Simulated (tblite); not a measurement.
# CH7GeNOSi: the cost of one run

Programs: tblite 0.8.0 and PySCF 2.14.0. All values are calculated, for the isolated system unless a continuum is named. Atoms count from 0, parts from 1.

### Step 1. Starting point

12 atoms, charge 0, multiplicity 3; geometry: distance geometry start.

### Step 2. Relaxing the cluster with GFN1-xTB

Job settings and geometry (Å):

```
{"job": {"kind": "relax", "xc": "GFN1-xTB", "basis": "xTB"}, "charge": 0, "multiplicity": 3}
C      0.087055     0.186749     0.689297
N     -0.790196    -0.775484     0.108347
Si    -2.460284    -0.209766     0.245385
O      0.853026     0.777614    -0.299685
Ge     2.607750     0.463666    -0.099007
H     -0.642153    -1.733077     0.380474
H     -2.746448     0.719404    -0.872524
H     -2.572970     0.593005     1.480165
H     -3.460405    -1.245312     0.288195
H      2.734225    -0.959071     0.505795
H      3.091311     1.528373     0.949678
H      3.300406     0.622561    -1.427331
```

Level: GFN1-xTB geometry optimisation, gas phase.

On the command line:

```
OMP_NUM_THREADS=1 python cluster_run.py task.json out
```

This one command runs all jobs of the session in turn.

**Question.** How long does this first job take on 1 thread of Arm Neoverse V1, shared host?

About 11 s.
